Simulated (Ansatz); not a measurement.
# HfCH₃+ (quintet): from Hartree-Fock to the top rungs, def2-SVP

The task here is to estimate one member of a computed series from the others.

Method: def2-SVP, core rule «outside noble gas», up to 5 orbitals frozen; program: Ansatz 0.2.0, Gaussian basis.

The runs, in order: UHF; CCSD(T) on ROHF; CCSD(T) on UHF; CISD as a restricted active space (open shells left free, so some higher excitations enter); CCSDT(Q) on ROHF; CCSDT(Q) on UHF.

13 further runs of the same task are left out: 3 that didn't finish, 10 set aside as unsound or not needed. Runs told in other sessions of the task aren't counted.

## The system

The geometry is a PBE0/def2-TZVP stationary point (not a proven minimum) of the parent state, kept for this charge and spin. No spin-orbit coupling is included. Elements past krypton take def2 core potentials.

5 atoms, charge 1, spin multiplicity 5.

Atoms are counted from 1 here; the program's logs count them from 0.

Bond lengths: Hf1–C2 2.110 Å, C2–H3 1.099 Å, C2–H4 1.099 Å, C2–H5 1.099 Å. Angles: Hf1–C2–H3 109.5°, Hf1–C2–H4 110.3°, Hf1–C2–H5 110.3°, H3–C2–H4 108.9°, H3–C2–H5 108.9°, H4–C2–H5 108.8°.

Set-up of the first run:

The input, in.yaml:

```yaml
crystal:
  periodic: [false, false, false]
  atoms:
    - {symbol: Hf, position_ang: [0.000000, -0.000023, 0.169816]}
    - {symbol: C, position_ang: [0.000000, -0.000331, -1.940338]}
    - {symbol: H, position_ang: [-0.000008, 1.035246, -2.307293]}
    - {symbol: H, position_ang: [0.893482, -0.513585, -2.321593]}
    - {symbol: H, position_ang: [-0.893474, -0.513598, -2.321593]}
basis:
  gaussian: {orbitals: def2-SVP}
total_charge: 1
magnetization: {spin_polarized: true, initial_magnetization: 4}
hamiltonian: {xc: hf}
output: {orbitals: {seedname: orbitals}}
```

The run is started by

```sh
$ ansatz run in.yaml --threads 1 --pin off --events-out ev --progress --plain --max-ram 2393MiB
```

Among the steps run: UHF; CCSD(T) on ROHF; CCSD(T) on UHF; CISD as a restricted active space (open shells left free, so some higher excitations enter); CCSDT(Q) on ROHF; CCSDT(Q) on UHF.

One of the session's tables, all rows but one given; the rest of the session is left out.

| method | from RCCSDT(Q) (kcal/mol) |
| --- | --- |
| ROHF | ? |
| UHF | +109.26 |
| RMP2 | +18.78 |
| UMP2 | +16.66 |
| RCCSD | +2.83 |
| UCCSD | +0.66 |
| RCCSD(T) | +0.48 |
| UCCSD(T) | -1.66 |
| RCCSDT | +0.09 |
| UCCSDT | -2.03 |
| RCCSDT(Q) | 0 |
| UCCSDT(Q) | -2.11 |

Estimate the missing values for ROHF.

The run gave: from RCCSDT(Q) (kcal/mol): +113.19. In the column «from RCCSDT(Q) (kcal/mol)» it is the highest.

Not comparable, so not listed: CISD as a restricted active space (open shells left free, so some higher excitations enter) (they don't share determinant, frozen orbitals or solution with the rows shown, or repeat one).

To keep in mind: Restricted and unrestricted rows rest on different reference determinants; a gap between their highest levels can come from leftover correlation error, from unlike frozen cores or from another state.
